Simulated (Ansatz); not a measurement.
# C₃H₇AlO: one species, many methods

One table from this session's results is given with a row withheld; the runs are named, their logs left out.

The runs use Ansatz 0.2.0, Gaussian basis; functionals in def2-TZVPP, the program's frozen cores in correlated methods.

Levels to be run: PBE-D4, r2SCAN-D4, PBE0-D4, B3LYP-D4, ωB97X-V, ωB97M-V, B2PLYP; CCSD(T)/def2-TZVPP; MP2/def2-QZVPP; extrapolation to the limit.

### The relaxed structure

An earlier PBE0-D4 in a triple-zeta def2 set relaxation fixed the geometry.

12 atoms, charge 0, spin multiplicity 1.

Atoms are counted from 1 here; the program's logs count them from 0.

Bond lengths: C1–C2 1.482 Å, C1–H6 1.095 Å, C1–H7 1.099 Å, C1–H8 1.093 Å, C2–C4 1.529 Å, C2–Al5 1.888 Å, O3–Al5 1.928 Å, O3–H9 0.964 Å, C4–Al5 1.929 Å, C4–H10 1.095 Å, C4–H11 1.091 Å, Al5–H12 1.574 Å. Angles: C2–C1–H6 112.9°, C2–C1–H7 111.8°, C2–C1–H8 108.2°, H6–C1–H7 108.9°, H6–C1–H8 107.1°, H7–C1–H8 107.8°, C1–C2–C4 122.9°, C1–C2–Al5 169.3°, C4–C2–Al5 67.8°, Al5–O3–H9 114.8°, C2–C4–Al5 65.0°, C2–C4–H10 117.3°, C2–C4–H11 109.9°, Al5–C4–H10 128.9°, Al5–C4–H11 114.6°, H10–C4–H11 111.5°, C2–Al5–O3 50.0°, C2–Al5–C4 47.2° and more.

Set-up of the first run:

in.yaml reads:

```yaml
crystal:
  periodic: [false, false, false]
  atoms:
    - {symbol: C, position_ang: [-1.332082, -0.767022, 0.290423]}
    - {symbol: C, position_ang: [-0.194446, 0.131299, -0.017605]}
    - {symbol: O, position_ang: [0.901103, 0.035802, 1.162569]}
    - {symbol: C, position_ang: [0.760683, -0.108200, -1.187813]}
    - {symbol: Al, position_ang: [1.151887, 1.451383, -0.121856]}
    - {symbol: H, position_ang: [-1.871164, -0.475783, 1.197353]}
    - {symbol: H, position_ang: [-1.010310, -1.813035, 0.387798]}
    - {symbol: H, position_ang: [-2.043257, -0.712227, -0.537494]}
    - {symbol: H, position_ang: [0.448135, 0.298909, 1.971489]}
    - {symbol: H, position_ang: [1.286075, -1.068689, -1.219125]}
    - {symbol: H, position_ang: [0.252492, 0.101179, -2.130317]}
    - {symbol: H, position_ang: [1.727781, 2.871281, 0.238379]}
basis:
  gaussian: {orbitals: def2-TZVPP}
hamiltonian: {xc: pbe, dispersion: d4}
output: {forces: true, orbitals: {seedname: orbitals}}
```

Started as:

```
> ansatz run in.yaml --threads 4 --pin off --events-out ev --progress --plain --max-ram 10444MiB
```

Among the steps run: PBE-D4 (GGA); r2SCAN-D4 (meta-GGA); PBE0-D4 (hybrid); B3LYP-D4 (hybrid); ωB97X-V (range-separated); ωB97M-V (range-separated); B2PLYP (double hybrid); CCSD(T) in def2-TZVPP; MP2 in def2-QZVPP.

One of the session's tables, all rows but one given; the rest of the session is left out.

```
            method  atomisation energy (kcal/mol)
            PBE-D4                         1071.1
         r2SCAN-D4                         1053.9
           PBE0-D4                         1051.1
          B3LYP-D4                         1044.3
           ωB97X-V                              ?
           ωB97M-V                         1051.3
            B2PLYP                         1034.8
     HF/def2-TZVPP                          749.6
    MP2/def2-TZVPP                         1039.2
   CCSD/def2-TZVPP                         1004.0
CCSD(T)/def2-TZVPP                         1021.1
           MP2/CBS                         1066.3
       CCSD(T)/CBS                         1048.2
```

**Question.** Estimate the row for ωB97X-V.

As computed: atomisation energy (kcal/mol): 1049.4. In the column «atomisation energy (kcal/mol)» it lies between CCSD(T)/CBS (1048.2) and PBE0-D4 (1051.1).
